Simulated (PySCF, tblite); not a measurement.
# C₅H₄F₅P: geometry, infrared bands and NMR shifts

What infrared bands and NMR shifts should C₅H₄F₅P (`CC1=CP1C(F)(F)C(F)(F)F`) show?

Programs: tblite 0.8.0 and PySCF 2.14.0, with density-fitted response routines of our own. Each step states its level of theory. These are calculated values for one molecule in the gas phase, unless marked as measured. Atoms are numbered from 0 throughout.

**1. The molecule as given**

15 atoms, charge 0, multiplicity 1; geometry from: force field or distance geometry start.

Bonds of the start (Å): C0–C1 1.45, C1–C2 1.32, C2–P3 1.84, P3–C4 1.81, C4–F5 1.34, C4–F6 1.36, C4–C7 1.51, C7–F8 1.36, C7–F9 1.36, C7–F10 1.36, P3–C1 1.77, C0–H11 1.09, C0–H12 1.08, C0–H13 1.10, C2–H14 1.06.

**2. Geometry optimisation with GFN2-xTB**

Job settings and geometry (Å):

```
{"job": {"kind": "relax", "xc": "GFN2-xTB", "basis": "xTB"}, "charge": 0, "multiplicity": 1}
C      1.964600    -0.609900    -0.826200
C      1.326900     0.272700     0.130400
C      1.249800     0.548900     1.415600
P      0.203600     1.617700     0.347900
C     -1.411400     0.829600     0.543200
F     -1.509200     0.688200     1.876900
F     -2.186900     1.897100     0.197000
C     -1.795800    -0.412900    -0.229400
F     -3.097000    -0.751200    -0.019000
F     -1.659200    -0.264500    -1.570000
F     -1.070800    -1.504900     0.116800
H      2.605000    -1.337900    -0.331600
H      2.558400    -0.033600    -1.523000
H      1.208300    -1.162500    -1.397300
H      1.609200     0.231100     2.361700
```

On the command line:

```sh
> OMP_NUM_THREADS=1 python probes_run.py task.json out
```

The driver reads the jobs from task.json and runs them one after another.

**Question.** This job is followed by: GFN2-xTB harmonic vibrations, gas phase; GIAO PBE0/pcSseg-1 NMR shielding, non-relativistic, gas phase. What will the session give for the following? strongest single infrared mode (GFN2-xTB); zero-point energy (GFN2-xTB); 13C shifts against TMS (PBE0/pcSseg-1); 1H shifts against TMS (PBE0/pcSseg-1, means over atoms taken as alike); 31P shifts against H3PO4 (PBE0/pcSseg-1); 19F shifts against CFCl3 (PBE0/pcSseg-1, means over atoms taken as alike).

As calculated:

| quantity | value |
| --- | --- |
| strongest single infrared mode (GFN2-xTB) | 1089 cm⁻¹, 249 km/mol |
| zero-point energy (GFN2-xTB) | 51.3 kcal/mol |
| 13C shifts against TMS (PBE0/pcSseg-1) | 142.7, 128.9, 126.9, 114.1, 17.0 ppm |
| 1H shifts against TMS (PBE0/pcSseg-1, means over atoms taken as alike) | 7.45, 2.76 ppm |
| 31P shifts against H3PO4 (PBE0/pcSseg-1) | -207.3 ppm |
| 19F shifts against CFCl3 (PBE0/pcSseg-1, means over atoms taken as alike) | -96.0, -139.3 ppm |

Over 150 steps the energy fell by 0.594 eV; of the close pairs, P3–C4 changed most, 1.808 to 1.942 Å. No mode is imaginary among the 39: a minimum at this level. The strongest single mode, at 1089 cm⁻¹, is carried by C7, C4, F9, F5. Unscaled tight-binding wavenumbers are off by several per cent, some by more. Its intensities can rank the bands wrongly. The most deshielded hydrogen is H14 (hydrogen on an alkene CH), at 7.45 ppm: olefinic region. At PBE0/pcSseg-1: The widest tensor belongs to P3: span 791 ppm, with a paramagnetic part of -438 ppm.
